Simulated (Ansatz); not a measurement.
# AsC3N3: the cost of one run

Method: DFT, PBE, plane-wave PAW, default files, scalar-relativistic, in Ansatz 0.2.0.

1 further run of the same task is left out (it didn't finish).

## (1) The system as given

It takes space group C2 (No. 5, monoclinic). The conventional cell has a = 9.190 Å, b = 6.900 Å, c = 8.920 Å, α = 90.00°, β = 101.20°, γ = 90.00°. Around As (site symmetry 1) lie 3 C at 1.83 to 1.96 Å. Around C (site symmetry 1) lie 1 N at 1.19 Å. Around C (site symmetry 1) lie 1 N at 1.14 Å. N (site symmetry 1) has 1 C at 1.14 Å as nearest neighbours. N (site symmetry 1) has 1 C at 1.19 Å as nearest neighbours.

Structure file:

```cif
data_structure
_symmetry_space_group_name_H-M 'P 1'
_symmetry_Int_Tables_number 1
_cell_length_a 5.7460
_cell_length_b 5.7460
_cell_length_c 8.9200
_cell_angle_alpha 98.936
_cell_angle_beta 98.936
_cell_angle_gamma 73.800
_cell_volume 277.43
loop_
_atom_site_label
_atom_site_type_symbol
_atom_site_fract_x
_atom_site_fract_y
_atom_site_fract_z
_atom_site_occupancy
As1 As 0.29040 0.29040 0.26160 1
As2 As 0.70960 0.70960 0.73840 1
C1 C 0.01900 0.43900 0.36200 1
C2 C 0.56100 0.98100 0.63800 1
C3 C 0.23600 0.99000 0.25500 1
C4 C 0.01000 0.76400 0.74500 1
C5 C 0.07800 0.34800 0.07000 1
C6 C 0.65200 0.92200 0.93000 1
N1 N 0.98700 0.37900 0.94900 1
N2 N 0.62100 0.01300 0.05100 1
N3 N 0.22100 0.79500 0.24500 1
N4 N 0.20500 0.77900 0.75500 1
N5 N 0.86100 0.51500 0.44300 1
N6 N 0.48500 0.13900 0.55700 1
```

## (2) Relaxation of the positions

Contents of input.yaml:

```yaml
crystal:
  lattice:
    - [4.595, -3.45, 0.0]
    - [4.595, 3.45, 0.0]
    - [-1.73257, 0.0, 8.75012]
  atoms:
    - { symbol: As, position: [0.2904, 0.2904, 0.2616] }
    - { symbol: As, position: [0.7096, 0.7096, 0.7384] }
    - { symbol: C, position: [0.019, 0.439, 0.362] }
    - { symbol: C, position: [0.561, 0.981, 0.638] }
    - { symbol: C, position: [0.236, 0.99, 0.255] }
    - { symbol: C, position: [0.01, 0.764, 0.745] }
    - { symbol: C, position: [0.078, 0.348, 0.07] }
    - { symbol: C, position: [0.652, 0.922, 0.93] }
    - { symbol: "N", position: [0.987, 0.379, 0.949] }
    - { symbol: "N", position: [0.621, 0.013, 0.051] }
    - { symbol: "N", position: [0.221, 0.795, 0.245] }
    - { symbol: "N", position: [0.205, 0.779, 0.755] }
    - { symbol: "N", position: [0.861, 0.515, 0.443] }
    - { symbol: "N", position: [0.485, 0.139, 0.557] }
kpoints:
  mp_grid: { grid: [5, 5, 3] }
scf:
  occupations: { method: fermi_dirac, width: 0.02 }
hamiltonian:
  xc: pbe
  pseudopotentials: { kind: paw }
output:
  forces: true
  stress: true
  populations: true
  efg:
    quadrupole_moments_barn: { As: 0.311, "N": 0.02044 }
    contact_densities: true
relax:
  f_tol: 0.02
  max_steps: 60
```

Run with:

```console
$ ansatz run input.yaml --threads 1 --pin off --max-ram 3072MiB --backend cpu --events-out ev --progress --plain --runs-dir out
```

What time and memory should one allow on 1 thread of an x86-64 CPU, shared host?

About 2.8 min, with a peak of 0.73 GiB.
